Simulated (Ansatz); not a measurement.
# CH5FOSeSi: the cost of one run

All numbers are computed with Ansatz 0.2.0 through its Python package. The levels of theory stand in the script.

**1. The structure**

Bond lengths: F1–C2 1.349 Å, C2–O3 1.388 Å, O3–Si4 1.719 Å, Si4–Se5 2.240 Å, C2–H6 1.117 Å, C2–H7 1.120 Å, Si4–H8 1.452 Å, Si4–H9 1.524 Å, Se5–H10 1.558 Å. Angles: F1–C2–O3 107.5°, F1–C2–H6 108.6°, F1–C2–H7 114.1°, O3–C2–H6 109.7°, O3–C2–H7 111.7°, H6–C2–H7 105.2°, C2–O3–Si4 112.4°, O3–Si4–Se5 112.9°, O3–Si4–H8 110.6°, O3–Si4–H9 104.9°, Se5–Si4–H8 110.3°, Se5–Si4–H9 109.8°, H8–Si4–H9 108.1°, Si4–Se5–H10 88.2°.

Input file ch5fosesi.xyz:

```xyz
10

F    -1.95840    0.26190    1.13170
C    -0.68840    0.71770    1.14230
O     0.14810   -0.37260    0.94640
Si    0.17890   -0.88740   -0.69370
Se    1.36380    0.47940   -2.01490
H    -0.48290    1.17490    2.14050
H    -0.48800    1.53180    0.40020
H     0.68370   -2.24500   -0.79240
H    -1.28140   -0.89090   -1.13070
H     2.60770    0.17920   -1.12640
```

**2. Script**

ch5fosesi.py reads:

```python
"""CH5FOSeSi at several levels of theory."""

from pathlib import Path

import ansatz as az
import numpy as np

geometry = az.Crystal.molecule_from_extxyz("ch5fosesi.xyz")

calculation = geometry.calculation().basis(gaussian="def2-SVP")

print("functional    E (Ha)        dipole (D)   HOMO (eV)  LUMO (eV)")
for name in ["r2scan0", "pbe", "revpbe", "r2scan", "hse06"]:
    r = calculation.functional(name).forces().orbitals().run(threads=1, backend="cpu", runs_dir="runs").report
    lines = Path(r["orbitals_path"]).read_text().splitlines()
    field_of = lambda key: [line.split("=")[1].strip() for line in lines if line.startswith(key)]
    orbitals = [(27.211386 * float(e), s, float(n)) for e, s, n in zip(field_of("Ene="), field_of("Spin="), field_of("Occup="))]
    homo = max(e for e, _, n in orbitals if n > 0.5)
    lumo = min(e for e, _, n in orbitals if n < 0.5)
    dipole = 4.803205 * np.linalg.norm(r["charge_distribution"]["dipole_moment_e_ang"])
    print(f"{name:10s} {r['free_energy_ev'] / 27.211386246:14.6f} {dipole:9.3f} {homo:11.3f} {lumo:10.3f}")
```

**3. What the engine is handed**

The engine receives this input (first run):

```yaml
crystal:
  periodic: [false, false, false]
  atoms:
    - { symbol: F, position_ang: [-1.9584, 0.2619, 1.1317] }
    - { symbol: C, position_ang: [-0.6884, 0.7177, 1.1423] }
    - { symbol: O, position_ang: [0.1481, -0.3726, 0.9464] }
    - { symbol: Si, position_ang: [0.1789, -0.8874, -0.6937] }
    - { symbol: Se, position_ang: [1.3638, 0.4794, -2.0149] }
    - { symbol: H, position_ang: [-0.4829, 1.1749, 2.1405] }
    - { symbol: H, position_ang: [-0.488, 1.5318, 0.4002] }
    - { symbol: H, position_ang: [0.6837, -2.245, -0.7924] }
    - { symbol: H, position_ang: [-1.2814, -0.8909, -1.1307] }
    - { symbol: H, position_ang: [2.6077, 0.1792, -1.1264] }
basis:
  gaussian:
    orbitals: def2-SVP
hamiltonian:
  xc: r2scan0
output:
  orbitals: {}
  forces: true
```

**4. Running it**

On the command line:

```
> python ch5fosesi.py
```

**Question.** How long does this script take on 1 thread of Arm Neoverse V2, shared host, and how much memory does it need?

About 34 s, with a peak of 0.37 GiB.
